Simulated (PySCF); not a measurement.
# CdCl⁺ at other levels of theory

What do other methods print for CdCl⁺?

Program: PySCF 2.14.0. Level of theory: method and basis as typed in the scripts. These are calculated values, not measurements.

5 further runs of the same task are left out: 1 for a known fault of the program, 4 that didn't finish.

**1. The system as given**

CdCl⁺: 2 atoms, charge 1, spin multiplicity 1.

Bond lengths: Cd1–Cl2 2.297 Å.

**2. The base run**

Input file input.py:

```python
from pyscf import gto, dft

mol = gto.M(
    atom='Cd 0 0 0; Cl 0 0 2.297',
    basis='sbkjc',
    ecp={'Cd': 'sbkjc', 'Cl': 'sbkjc'},
    charge=1,
    spin=0,
    verbose=4,
)
mf = dft.RKS(mol, xc='m06')
mf.kernel()
mf.dip_moment()
print('orbital energies (hartree):', mf.mo_energy[..., max(0, mol.nelec[1]-3):mol.nelec[0]+3].round(4))
```

Started as:

```console
$ python input.py
```

**3. ROKS**

Run 1 changes SCF type: RKS → ROKS.

input.py: that of step 2 with these lines changed.

```diff
@@ -10,3 +10,3 @@
 )
-mf = dft.RKS(mol, xc='m06')
+mf = dft.ROKS(mol, xc='m06')
 mf.kernel()
```

**4. Blyp**

Run 2 changes functional: m06 → blyp.

input.py: that of step 2 with these lines changed.

```diff
@@ -10,3 +10,3 @@
 )
-mf = dft.RKS(mol, xc='m06')
+mf = dft.RKS(mol, xc='blyp')
 mf.kernel()
```

**5. Lc_wpbe**

Run 3 changes functional: m06 → lc_wpbe.

input.py: that of step 2 with these lines changed.

```diff
@@ -10,3 +10,3 @@
 )
-mf = dft.RKS(mol, xc='m06')
+mf = dft.RKS(mol, xc='lc_wpbe')
 mf.kernel()
```

**6. Tpssh**

Run 4 changes functional: m06 → tpssh.

input.py: that of step 2 with these lines changed.

```diff
@@ -10,3 +10,3 @@
 )
-mf = dft.RKS(mol, xc='m06')
+mf = dft.RKS(mol, xc='tpssh')
 mf.kernel()
```

**Question.** What will these runs give? Wanted: for each run, E(SCF); from base; gap.

The runs gave:

| run | E(SCF) (hartree) | from base (eV) | cycles | gap (eV) |
| --- | --- | --- | --- | --- |
| base | -181.505454 | 0 | 13 | 3.25 |
| ROKS | -181.505454 | 0.0000 | 13 | n/a |
| blyp | -181.387168 | not comparable | 13 | 1.19 |
| lc_wpbe | -181.517242 | not comparable | 13 | 8.06 |
| tpssh | -181.416434 | not comparable | 12 | 2.31 |

In words: With ROKS the SCF ends at the base energy. The gap between the frontier levels is 1.2 eV with blyp (0 % exact exchange) and 3.2 eV with m06 (27 %): exact exchange opens it. A lower total energy from another functional means nothing by itself.
